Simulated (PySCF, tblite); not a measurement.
**C₇H₁₂SSi: geometry, infrared bands, NMR shifts, electronic excitations and core binding energies**

What infrared bands, NMR shifts, electronic excitations and core binding energies should C₇H₁₂SSi (`C#C/C(CC)=C(\C)S[SiH3]`) show?

Computed with tblite 0.8.0 and PySCF 2.14.0, with density-fitted response routines of our own, on a single molecule in the gas phase. Atoms are numbered from 0 throughout.

**1. Starting geometry**

21 atoms, charge 0, multiplicity 1; geometry from: force field or distance geometry start.

Bonds of the start (Å): C0–C1 1.20, C1–C2 1.45, C2–C3 1.48, C3–C4 1.51, C2–C5 1.31, C5–C6 1.50, C5–S7 1.78, S7–Si8 2.16, C0–H9 1.07, C3–H10 1.12, C3–H11 1.12, C4–H12 1.10, C4–H13 1.11, C4–H14 1.14, C6–H15 1.11, C6–H16 1.11, C6–H17 1.09, Si8–H18 1.46, Si8–H19 1.49, Si8–H20 1.47.

**2. Optimising the geometry with GFN2-xTB**

What the job is given:

```
{"job": {"kind": "relax", "xc": "GFN2-xTB", "basis": "xTB"}, "charge": 0, "multiplicity": 1}
C     -2.228300     2.238400     0.500000
C     -1.548600     1.250200     0.461200
C     -0.731000     0.050800     0.444200
C     -1.380400    -1.231300     0.797400
C     -2.511300    -1.449100    -0.174400
C      0.529700     0.145000     0.088900
C      1.109200     1.485600    -0.266700
S      1.566900    -1.304400     0.047300
Si     3.517600    -0.607500    -0.576700
H     -2.855800     3.103000     0.530200
H     -0.684700    -2.099600     0.680900
H     -1.755500    -1.197800     1.853600
H     -2.953700    -2.452100    -0.108600
H     -2.146300    -1.164600    -1.186700
H     -3.283300    -0.664200     0.104300
H      1.172300     1.522100    -1.371100
H      0.362900     2.229100     0.086800
H      2.098700     1.568700     0.184000
H      4.418100    -1.749400    -0.422000
H      3.945200     0.522300     0.303400
H      3.349400    -0.178200    -1.976500
```

Command:

```
$ OMP_NUM_THREADS=1 python probes_run.py task.json out
```

The driver reads the jobs from task.json and runs them one after another.

**Question.** This job is followed by: GFN2-xTB harmonic vibrations, gas phase; PBE0-D3(BJ)/def2-SVP geometry optimisation, gas phase; GIAO PBE0/pcSseg-1 NMR shielding, non-relativistic, gas phase; TDDFT wB97X-D/def2-SVPD, vertical, gas phase, core orbitals frozen in the response; GIAO B3LYP/pcSseg-1 NMR shielding, non-relativistic, gas phase; delta-SCF UKS SCAN, pcX-2 on the ionised atom, pcseg-1 elsewhere, spin-free X2C. What will the session give for the following? strongest single infrared mode (GFN2-xTB); zero-point energy (GFN2-xTB); point group; rotational constants (main isotopes); 13C shifts against TMS (PBE0/pcSseg-1); 1H shifts against TMS (PBE0/pcSseg-1, means over atoms taken as alike); 33S shifts against CS2 (PBE0/pcSseg-1); 29Si shifts against TMS (PBE0/pcSseg-1); lowest singlet (wB97X-D/def2-SVPD); lowest triplet; vertical ionisation energy (ΔSCF); C1s binding energies, SCAN/pcX-2 (standing for 5 of 7 atoms); S1s binding energies, SCAN/pcX-2; S2p binding energies, SCAN/pcX-2; Si1s binding energies, SCAN/pcX-2; Si2p binding energies, SCAN/pcX-2; range of the shift of S7.

**Answer**, as computed:

```
                                                              quantity                                                     value
                             strongest single infrared mode (GFN2-xTB)                                      773 cm⁻¹, 578 km/mol
                                          zero-point energy (GFN2-xTB)                                            100.2 kcal/mol
                                                           point group                                                        C1
                                  rotational constants (main isotopes)                                      1.85, 0.70, 0.55 GHz
                                13C shifts against TMS (PBE0/pcSseg-1)            149.0, 133.0, 92.1, 85.7, 32.4, 27.3, 14.5 ppm
1H shifts against TMS (PBE0/pcSseg-1, means over atoms taken as alike)                          4.62, 3.44, 2.53, 2.36, 1.09 ppm
                                33S shifts against CS2 (PBE0/pcSseg-1)                                                   -95 ppm
                               29Si shifts against TMS (PBE0/pcSseg-1)                                                 -53.0 ppm
                                    lowest singlet (wB97X-D/def2-SVPD)                               5.00 eV (248 nm), f = 0.456
                                                        lowest triplet                                                   3.19 eV
                                     vertical ionisation energy (ΔSCF)                                                   8.03 eV
          C1s binding energies, SCAN/pcX-2 (standing for 5 of 7 atoms)  C6 290.76, C2 290.52, C3 290.46, C4 290.34, C0 289.61 eV
                                      S1s binding energies, SCAN/pcX-2                                             S7 2476.64 eV
                                      S2p binding energies, SCAN/pcX-2                                              S7 169.25 eV
                                     Si1s binding energies, SCAN/pcX-2                                            Si8 1846.86 eV
                                     Si2p binding energies, SCAN/pcX-2                                             Si8 107.27 eV
                                              range of the shift of S7                                            -95 to -77 ppm
```

In words: Over 236 steps the energy fell by 0.467 eV; of the close pairs, C4–H14 changed most, 1.136 to 1.088 Å (GFN2-xTB). All 57 modes are real, so the xTB geometry is a minimum. The strongest single mode, at 773 cm⁻¹, is carried by H20, H18, H19. GFN2-xTB is a fitted tight-binding method: band positions and strengths are rough. Its intensities can rank the bands wrongly. Relaxing lowered the energy by 0.330 eV in 7 steps; the close pair that moved most is Si8–H19, from 1.444 to 1.493 Å (PBE0/def2-SVP). No frequency check was run at this level, so the end point may be a saddle. At PBE0/pcSseg-1: The widest tensor belongs to S7: span 436 ppm, with a paramagnetic part of -470 ppm. The lowest singlet, at 5.00 eV, is HOMO→LUMO 0.91 and is bright. The lowest triplet lies 1.80 eV below the lowest singlet (triplets in Tamm-Dancoff, singlets in full TDDFT). ΔSCF puts the ionisation energy at 8.03 eV, 0.03 eV below −ε(HOMO). The C1s levels kept as sound span 1.16 eV, from C0 (terminal alkyne carbon) up to C6 (allylic methyl carbon). Only 5 of the 7 C atoms are covered by sound results. Across the 2 runs the shift of S7 moves most, between -95 (PBE0/pcSseg-1) and -77 ppm (B3LYP/pcSseg-1).
